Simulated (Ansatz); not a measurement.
# CoSi: the cost of one run

Method: DFT PBE, scalar-relativistic, plane waves, PAW, in Ansatz 0.2.0.

The COD entry's cell or inner coordinates are ideal or old and differ from later refinements, so a difference from it is no clean test against experiment.

1 further run of the same task is left out (set aside as unsound or not needed).

## 1. The starting structure

The structure is cubic, space group P2_13 (No. 198). The conventional cell has a = 4.431 Å, b = 4.431 Å, c = 4.431 Å, α = 90.00°, β = 90.00°, γ = 90.00°. Co (site symmetry 3) is surrounded by 7 Si at 2.32 to 2.43 Å. Si (site symmetry 3) has 7 Co at 2.32 to 2.43 Å as nearest neighbours.

Coordinates:

```cif
data_structure
_symmetry_space_group_name_H-M 'P2_13'
_symmetry_Int_Tables_number 198
_cell_length_a 4.4308
_cell_length_b 4.4308
_cell_length_c 4.4308
_cell_angle_alpha 90.000
_cell_angle_beta 90.000
_cell_angle_gamma 90.000
_cell_volume 86.99
loop_
_atom_site_label
_atom_site_type_symbol
_atom_site_symmetry_multiplicity
_atom_site_Wyckoff_symbol
_atom_site_fract_x
_atom_site_fract_y
_atom_site_fract_z
_atom_site_occupancy
Co1 Co 4 a 0.14502 0.14502 0.14502 1
Si1 Si 4 a 0.84316 0.84316 0.84316 1
```

It is the result of an earlier relaxation at this level (volume 10.87 Å³/atom; gap on the mesh: none (metal)).

## 2. Relaxing to 0.001 eV/Å, with the smearing for a metal

Response runs need a geometry at rest under their own mesh and occupations; hence this stricter relaxation.

input.yaml

```yaml
crystal:
  lattice:
    - [4.4308490675, 0.0, 0.0]
    - [0.0, 4.4308490675, 0.0]
    - [0.0, 0.0, 4.4308490675]
  atoms:
    - { symbol: Co, position: [0.1450189122, 0.1450189122, 0.1450189122] }
    - { symbol: Co, position: [0.3549810878, 0.8549810878, 0.6450189122] }
    - { symbol: Co, position: [0.6450189122, 0.3549810878, 0.8549810878] }
    - { symbol: Co, position: [0.8549810878, 0.6450189122, 0.3549810878] }
    - { symbol: Si, position: [0.8431597104, 0.8431597104, 0.8431597104] }
    - { symbol: Si, position: [0.6568402896, 0.1568402896, 0.3431597104] }
    - { symbol: Si, position: [0.3431597104, 0.6568402896, 0.1568402896] }
    - { symbol: Si, position: [0.1568402896, 0.3431597104, 0.6568402896] }
basis:
  ecutwfc: 420
kpoints:
  mp_grid: { grid: [8, 8, 8] }
hamiltonian:
  xc: pbe
scf:
  occupations: { method: fermi_dirac, width: 0.15 }
output:
  forces: true
  stress: true
  eigenvalues: true
relax:
  adjacent_minimum: "off"
  f_tol: 0.001
  max_steps: 60
  cell: { stress_tol: 0.01 }
```

Run with:

```bash
$ ansatz run input.yaml --threads 2 --pin off --max-ram 5120MiB --backend cpu --events-out ev --progress --plain --runs-dir out
```

What time and memory should one allow on 2 threads of Intel Xeon at 2.70GHz, shared host?

About 68 s, with a peak of 0.48 GiB.
